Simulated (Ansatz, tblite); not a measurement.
# The cluster Ba6O5: which isomer is lowest

The task here is to estimate one member of a computed series from the others.

Computed with Ansatz 0.2.0, Gaussian basis. Level: relaxed with PBE-D4/def2-SVP, singlet.

2 further runs of the same task are left out: 2 set aside as unsound or not needed.

## Starting geometry

11 atoms, charge 0, spin multiplicity 1.

Atoms are counted from 1 here; the program's logs count them from 0.

Bond lengths: Ba1–O8 2.337 Å, Ba1–O11 2.250 Å, Ba2–O8 2.338 Å, Ba2–O9 2.251 Å, Ba3–O7 2.423 Å, Ba3–O9 2.464 Å, Ba3–O10 2.461 Å, Ba4–O7 2.424 Å, Ba4–O10 2.464 Å, Ba4–O11 2.461 Å, Ba5–O8 2.339 Å, Ba5–O10 2.250 Å, Ba6–O7 2.419 Å, Ba6–O9 2.462 Å, Ba6–O11 2.465 Å. Angles: O8–Ba1–O11 109.4°, O8–Ba2–O9 110.6°, O7–Ba3–O9 83.5°, O7–Ba3–O10 83.7°, O9–Ba3–O10 105.2°, O7–Ba4–O10 83.6°, O7–Ba4–O11 83.7°, O10–Ba4–O11 105.2°, O8–Ba5–O10 110.2°, O7–Ba6–O9 83.7°, O7–Ba6–O11 83.7°, O9–Ba6–O11 105.2°, Ba3–O7–Ba4 97.2°, Ba3–O7–Ba6 97.3°, Ba4–O7–Ba6 97.2°, Ba1–O8–Ba2 110.2°, Ba1–O8–Ba5 110.1°, Ba2–O8–Ba5 109.9° and more.

Ba takes a core potential in the def2 sets. No spin-orbit coupling is included.

A search from random starts with GFN1-xTB found 21 distinct shapes; 2 go on here. The structure above is candidate A, which lies 0.00 eV above the lowest at that level; B lies 0.81 eV above the lowest at that level.

The first run:

in.yaml reads:

```yaml
crystal:
  periodic: [false, false, false]
  atoms:
    - {symbol: Ba, position_ang: [-2.151520, -1.976190, -0.019010]}
    - {symbol: Ba, position_ang: [-2.081070, 1.691220, 1.096880]}
    - {symbol: Ba, position_ang: [1.759780, 1.896960, -0.052940]}
    - {symbol: Ba, position_ang: [1.699010, -1.579200, -1.119000]}
    - {symbol: Ba, position_ang: [-1.219580, 0.775190, -2.519390]}
    - {symbol: Ba, position_ang: [0.880540, -0.717910, 2.315620]}
    - {symbol: O, position_ang: [2.609220, -0.246790, 0.690320]}
    - {symbol: O, position_ang: [-2.545830, 0.233180, -0.670730]}
    - {symbol: O, position_ang: [0.078660, 1.529110, 1.709910]}
    - {symbol: O, position_ang: [0.960020, 0.604360, -1.988760]}
    - {symbol: O, position_ang: [0.010770, -2.209920, 0.557110]}
basis:
  gaussian: {orbitals: def2-SVP}
hamiltonian: {xc: pbe, dispersion: d4}
scf: {lower_state_search: "off"}
output: {orbitals: {seedname: orbitals}}
relax: {f_tol: 0.03, max_steps: 70}
```

Command:

```
$ ansatz run in.yaml --threads 4 --pin off --events-out ev --progress --plain --max-ram 6963MiB
```

Steps of the session up to this table: Relaxing candidate A; Relaxing candidate B; Candidate B, PBE0-D4/def2-TZVP; Candidate B, PBE-D4/def2-TZVP; Candidate B, r2SCAN-D4/def2-TZVP.

One table of the session follows, with a row left open; its other results are not shown here.

It belongs to the step «B against A». 

| level | B above A (kJ/mol) |
| --- | --- |
| GFN1-xTB | +65.7 |
| GFN2-xTB | +145.1 |
| PBE-D4/def2-TZVP | ? |
| r2SCAN-D4/def2-TZVP | +97.9 |
| PBE0-D4/def2-TZVP | +93.2 |

**Question.** Estimate the row for PBE-D4/def2-TZVP.

The run gave: B above A (kJ/mol): +91.6. In the column «B above A (kJ/mol)» it lies between GFN1-xTB (+65.7) and PBE0-D4/def2-TZVP (+93.2).

To keep in mind: A random search of this size may have missed the true lowest shape. Only singlets are compared; another spin may lie lower and prefer another shape.
